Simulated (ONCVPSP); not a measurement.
**Pseudopotential generation for Mg: ONCV, LDA (Perdew-Wang 92)**

Do these settings give a usable potential? It is generated, then checked for transferability, scattering, ghosts and hardness.

Method: ONCVPSP 4.0.1.1 (patched build), LDA (Perdew-Wang 92), scalar-relativistic.

## Step 1: The design

The settings as typed:

| Property | Result |
| --- | --- |
| element | magnesium (Mg, Z = 12) |
| type | optimised norm-conserving Vanderbilt (ONCV) |
| frozen core | [He] |
| valence charge | 10 |
| reference configuration | 2s2 2p6 3s2 |
| partial waves | 2s+3s: rc 1.20 bohr, ncon 3, nbas 8, qcut 7.7 1/bohr, 2 projectors; 2p: rc 0.75 bohr, ncon 5, nbas 9, qcut 20.3 1/bohr, 2 projectors, debl 2.3 Ha; d scattering state at 0.2 Ha: rc 1.05 bohr, ncon 4, nbas 8, qcut 10.9 1/bohr, 2 projectors, debl 2.9 Ha |
| local potential | polynomial inside 0.60 bohr (lpopt 2, dvloc0 0 Ha) |
| core correction | Teter function fitted to the true core (icmod 2), fcfact 0.15 |

The outer shells as boxes (Hund's rule for the drawing; the calculation is spin-unpolarised):

```
[He] core
2s [↑↓]
2p [↑↓][↑↓][↑↓]
3s [↑↓]
```

An earlier all-electron run gives the scale for the radii.

All-electron outer shells of the reference configuration (LDA (PZ), scalar-relativistic, ld1.x):

```tsv
shell	level (eV)	outermost node (bohr)	outermost maximum (bohr)
1s	-1253.43	–	0.09
2s	-79.28	0.18	0.55
2p	-46.72	–	0.48
3s	-4.79	0.90	2.53
3p	-1.38	0.96	3.50
```

## Step 2: The generation run

Input file Mg.dat:

```
# ATOM AND REFERENCE CONFIGURATION
# atsym  z   nc   nv     iexc    psfile
  Mg 12.00    1    3  -001012      upf
#
#   n    l    f
    1    0    2.00
    2    0    2.00
    2    1    6.00
    3    0    2.00
#
# PSEUDOPOTENTIAL AND OPTIMIZATION
# lmax
    2
#
#   l,   rc,      ep,       ncon, nbas, qcut
    0    1.20    0.00    3    8    7.70
    1    0.75    0.00    5    9   20.30
    2    1.05    0.20    4    8   10.90
#
# LOCAL POTENTIAL
# lloc, lpopt,  rc(5),   dvloc0
    4    2    0.60    0.00
#
# VANDERBILT-KLEINMAN-BYLANDER PROJECTORs
# l, nproj, debl
    0    2    1.20
    1    2    2.30
    2    2    2.90
#
# MODEL CORE CHARGE
# icmod, fcfact, rcfact
    2    0.15    0.60
#
# LOG DERIVATIVE ANALYSIS
# epsh1, epsh2, depsh
   -4.00    5.00    0.02
#
# OUTPUT GRID
# rlmax, drl
    6.00    0.01
#
# TEST CONFIGURATIONS
# ncnf
    4
# nvcnf
#   n    l    f
    3
    2    0    2.00
    2    1    6.00
    3    0    1.00
#
    3
    2    0    2.00
    2    1    6.00
    3    0    0.00
#
    3
    2    0    2.00
    2    1    6.00
    3    0    1.50
#
    4
    2    0    2.00
    2    1    6.00
    3    0    1.00
    3    1    1.00
#
```

Launch:

```sh
oncvpsp.x < Mg.dat > Mg.out
```

**Question.** What will these runs give? Wanted: cutoffs for 1 and 0.1 mHa per electron, occupied waves; bound ghosts; GHOST(+) flags; largest test error; largest phase difference near zero energy, channels read; rms error of d²Exc/dn², without and with the model core.

The runs gave:

| quantity | value |
| --- | --- |
| cutoffs for 1 and 0.1 mHa per electron, occupied waves | 145 Ha and 169 Ha |
| bound ghosts | none found |
| GHOST(+) flags | none at low energy |
| largest test error (AE − PS) | -0.5 meV, for 2s2 2p6 3s0 |
| largest phase difference near zero energy, channels read | 0.000 rad |
| rms error of d²Exc/dn², without and with the model core | 3.05 and 1.62 mHa |

**Reading.** The worst unpolarised test, 2s2 2p6 3s0, is off by 0.5 meV on 23.1 eV; by total energies transferability rates as very good. The potential is very hard: the looser tolerance needs 145 Ha. At the looser tolerance the 2p wave is the slowest; 2s needs 21 Ha. It is free of bound ghosts as far as tested. Near zero energy the phases of the channels with partial waves agree within 0.001 rad. All of this concerns the isolated atom, not yet a solid.
